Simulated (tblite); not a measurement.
# C10H21Cl2OP (bis(5-chloropentyl)phosphine oxide): the cost of one run

Computed with tblite 0.8.0 and PySCF 2.14.0, with density-fitted response routines of our own, on a single molecule in the gas phase. Atoms are numbered from 0 throughout.

## (1) The molecule as given

35 atoms, charge 0, multiplicity 1; geometry from: force field or distance geometry start.

Bonds of the start (Å): O0–P1 1.52, P1–C2 1.83, C2–C3 1.53, C3–C4 1.53, C4–C5 1.54, C5–C6 1.53, C6–Cl7 1.78, P1–C8 1.81, C8–C9 1.53, C9–C10 1.53, C10–C11 1.53, C11–C12 1.53, C12–Cl13 1.79, P1–H14 1.40, C2–H15 1.11, C2–H16 1.09, C3–H17 1.10, C3–H18 1.09, C4–H19 1.09, C4–H20 1.09, C5–H21 1.09, C5–H22 1.09, C6–H23 1.10, C6–H24 1.09, C8–H25 1.09, C8–H26 1.10, C9–H27 1.10, C9–H28 1.09, C10–H29 1.09, C10–H30 1.10 and more.

## (2) Optimising the geometry with GFN2-xTB

What the job is given:

```
{"job": {"kind": "relax", "xc": "GFN2-xTB", "basis": "xTB"}, "charge": 0, "multiplicity": 1}
O     -0.332500    -3.176000     1.218500
P      0.121600    -2.183000     0.164400
C      1.502400    -1.220000     0.892400
C      2.173300    -0.297000    -0.133100
C      3.356200     0.437500     0.503300
C      4.035200     1.348000    -0.532800
C      5.268700     2.069600     0.018600
Cl     4.843900     3.255000     1.281900
C     -1.166800    -0.924200    -0.028900
C     -2.474300    -1.520800    -0.556800
C     -3.544500    -0.476100    -0.879300
C     -4.052900     0.260100     0.367600
C     -5.241500     1.179300     0.088000
Cl    -4.782300     2.537100    -0.980000
H      0.504100    -2.689500    -1.082800
H      1.107000    -0.636300     1.748300
H      2.223500    -1.930500     1.285300
H      2.510700    -0.910400    -0.977400
H      1.448700     0.420100    -0.510700
H      3.007200     1.030000     1.355000
H      4.080900    -0.278800     0.887200
H      4.355800     0.743300    -1.385500
H      3.327300     2.090500    -0.901700
H      5.972500     1.350000     0.455600
H      5.776500     2.618000    -0.774600
H     -0.811900    -0.160500    -0.717400
H     -1.330500    -0.441700     0.943200
H     -2.247300    -2.080900    -1.472200
H     -2.857800    -2.248700     0.156800
H     -4.382300    -0.983100    -1.352700
H     -3.135600     0.239200    -1.608600
H     -4.363200    -0.472900     1.117000
H     -3.241700     0.850400     0.815300
H     -6.046300     0.627800    -0.398500
H     -5.615500     1.607100     1.006900
```

Launch:

```console
$ OMP_NUM_THREADS=1 python probes_run.py task.json out
```

This one command runs all jobs of the session in turn.

Q: Estimate the wall time and peak memory of this first job on 1 thread of AMD EPYC 9R45, shared host.

About 1.3 s, with a peak of 0.19 GiB.
